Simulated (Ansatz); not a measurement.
**GaH6NO2Si: one species, many methods**

One table from this session's results is given with a row withheld; the runs are named, their logs left out.

Method: functionals in def2-TZVPP, the program's frozen cores in correlated methods; program: Ansatz 0.2.0, Gaussian basis.

Levels to be run: PBE-D4, r2SCAN-D4, PBE0-D4, B3LYP-D4, ωB97X-V, ωB97M-V, B2PLYP; CCSD(T)/def2-TZVPP; MP2/def2-QZVPP; extrapolation to the limit.

## The relaxed structure

All runs share one geometry, relaxed beforehand with PBE0-D4 in a triple-zeta def2 set.

11 atoms, charge 0, spin multiplicity 1.

Atoms are counted from 1 here; the program's logs count them from 0.

Bond lengths: N1–Si2 1.697 Å, N1–H6 1.009 Å, N1–H7 1.004 Å, Si2–O3 1.664 Å, Si2–H8 1.487 Å, Si2–H10 1.482 Å, O3–H9 0.959 Å, Ga4–O5 1.819 Å, O5–H11 0.966 Å. Angles: Si2–N1–H6 119.7°, Si2–N1–H7 123.0°, H6–N1–H7 114.2°, N1–Si2–O3 115.1°, N1–Si2–H8 106.1°, N1–Si2–H10 112.4°, O3–Si2–H8 110.4°, O3–Si2–H10 101.5°, H8–Si2–H10 111.4°, Si2–O3–H9 116.2°, Ga4–O5–H11 121.5°.

The first run:

Input file in.yaml:

```yaml
crystal:
  periodic: [false, false, false]
  atoms:
    - {symbol: N, position_ang: [0.135557, 0.849041, 1.213888]}
    - {symbol: Si, position_ang: [1.018155, -0.283797, 0.310133]}
    - {symbol: O, position_ang: [0.150951, -1.610138, -0.197426]}
    - {symbol: Ga, position_ang: [-1.165206, 1.338208, -2.769018]}
    - {symbol: O, position_ang: [-1.661029, 0.499903, -1.232854]}
    - {symbol: H, position_ang: [-0.724829, 1.223197, 0.842906]}
    - {symbol: H, position_ang: [0.235660, 0.954230, 2.207557]}
    - {symbol: H, position_ang: [2.153973, -0.705215, 1.172981]}
    - {symbol: H, position_ang: [-0.185201, -2.185725, 0.492272]}
    - {symbol: H, position_ang: [1.494280, 0.269396, -0.979133]}
    - {symbol: H, position_ang: [-1.386910, -0.406000, -1.040605]}
basis:
  gaussian: {orbitals: def2-TZVPP}
hamiltonian: {xc: pbe, dispersion: d4}
output: {forces: true, orbitals: {seedname: orbitals}}
```

On the command line:

```sh
$ ansatz run in.yaml --threads 4 --pin off --events-out ev --progress --plain --max-ram 10444MiB
```

Among the steps run: PBE-D4 (GGA); r2SCAN-D4 (meta-GGA); PBE0-D4 (hybrid); B3LYP-D4 (hybrid); ωB97X-V (range-separated); ωB97M-V (range-separated); B2PLYP (double hybrid); CCSD(T) in def2-TZVPP; MP2 in def2-QZVPP.

One table of the session follows, with a row left open; its other results are not shown here.

It belongs to the step «Atomisation energies». 

| method | atomisation energy (kJ/mol) |
| --- | --- |
| PBE-D4 | 3748.1 |
| r2SCAN-D4 | 3697.3 |
| PBE0-D4 | 3655.3 |
| B3LYP-D4 | 3711.7 |
| ωB97X-V | 3722.3 |
| ωB97M-V | 3724.8 |
| B2PLYP | 3670.4 |
| HF/def2-TZVPP | 2550.6 |
| MP2/def2-TZVPP | 3679.5 |
| CCSD/def2-TZVPP | 3555.5 |
| CCSD(T)/def2-TZVPP | 3614.1 |
| MP2/CBS | ? |
| CCSD(T)/CBS | 3738.7 |

Q: Estimate the row for MP2/CBS from the others.

**Answer.** atomisation energy (kJ/mol): 3804.1. In the column «atomisation energy (kJ/mol)» it is the highest.

Caveats from the session: Free atoms (1 N, 1 Si, 2 O, 1 Ga, 6 H) were run apart at each level; the atomisation energy is their sum less the molecule, without zero-point or spin-orbit terms.
